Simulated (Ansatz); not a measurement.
# Mg3CdTe4: the cost of one run

Program: Ansatz 0.2.0. Level of theory: DFT PBE, scalar-relativistic, plane waves, PAW. These are calculated values, not measurements.

2 further runs of the same task are left out: 1 that didn't finish, 1 set aside as unsound or not needed. Runs told in other sessions of the task aren't counted.

## Step 1: The starting structure

Symmetry: P-4m2, No. 115, tetragonal system. The conventional cell has a = 4.632 Å, b = 4.632 Å, c = 13.019 Å, α = 90.00°, β = 90.00°, γ = 90.00°. Mg (site symmetry 2mm) has 4 Te at 2.82 Å in its first shell of neighbours. Around Mg (site symmetry -4m2) lie 4 Te at 2.82 Å. Cd (site symmetry -4m2) is surrounded by 4 Te at 2.86 Å. Around Te (site symmetry 2mm) lie 4 Mg at 2.82 Å. Te (site symmetry 2mm) is surrounded by 2 Mg at 2.82 Å and 2 Cd at 2.86 Å.

As a file:

```xyz
8
Lattice="4.6318 0.0000 0.0000 0.0000 4.6318 0.0000 0.0000 0.0000 13.0195" Properties=species:S:1:pos:R:3 pbc="T T T"
Mg    2.3159    2.3159    3.2831
Mg    0.0000    0.0000    6.5097
Mg    2.3159    2.3159    9.7364
Cd    0.0000    0.0000    0.0000
Te    2.3159    0.0000    4.8963
Te    0.0000    2.3159    8.1232
Te    2.3159    0.0000   11.3392
Te    0.0000    2.3159    1.6803
```

It is the end of an earlier relaxation with the same method, from a generated guess; it is a trial structure. At a tolerance of 0.02 Å it has space group P-4m2 (No. 115); it has 34.91 Å³/atom, an uncorrected energy of -0.78 eV/atom over the elements and, on its mesh, gap 1.78 eV.

## Step 2: The cell scaled to 0.97 of its volume

input.yaml reads:

```yaml
crystal:
  lattice:
    - [4.5850099526, 0.0, 0.0]
    - [0.0, 4.5850099526, 0.0]
    - [0.0, 0.0, 12.8879790263]
  atoms:
    - { symbol: Mg, position: [0.5, 0.5, 0.252166] }
    - { symbol: Mg, position: [0.0, 0.0, 0.5] }
    - { symbol: Mg, position: [0.5, 0.5, 0.747834] }
    - { symbol: Cd, position: [0.0, 0.0, 0.0] }
    - { symbol: Te, position: [0.5, 0.0, 0.376071] }
    - { symbol: Te, position: [0.0, 0.5, 0.623929] }
    - { symbol: Te, position: [0.5, 0.0, 0.870941] }
    - { symbol: Te, position: [0.0, 0.5, 0.129059] }
basis:
  ecutwfc: 420
kpoints:
  mp_grid: { grid: [6, 6, 2] }
hamiltonian:
  xc: pbe
scf:
  occupations: { method: gaussian, width: 0.02 }
output:
  forces: true
  stress: true
  eigenvalues: true
relax:
  adjacent_minimum: "off"
  f_tol: 0.01
  max_steps: 30
  cell: { stress_tol: 0.1, fix: [volume] }
```

Command:

```
$ ansatz run input.yaml --threads 4 --pin off --max-ram 8192MiB --backend cpu --events-out ev --progress --plain --runs-dir out
```

What time and memory should one allow on 4 threads of Arm Neoverse V2, shared host?

About 28 s, with a peak of 0.83 GiB.
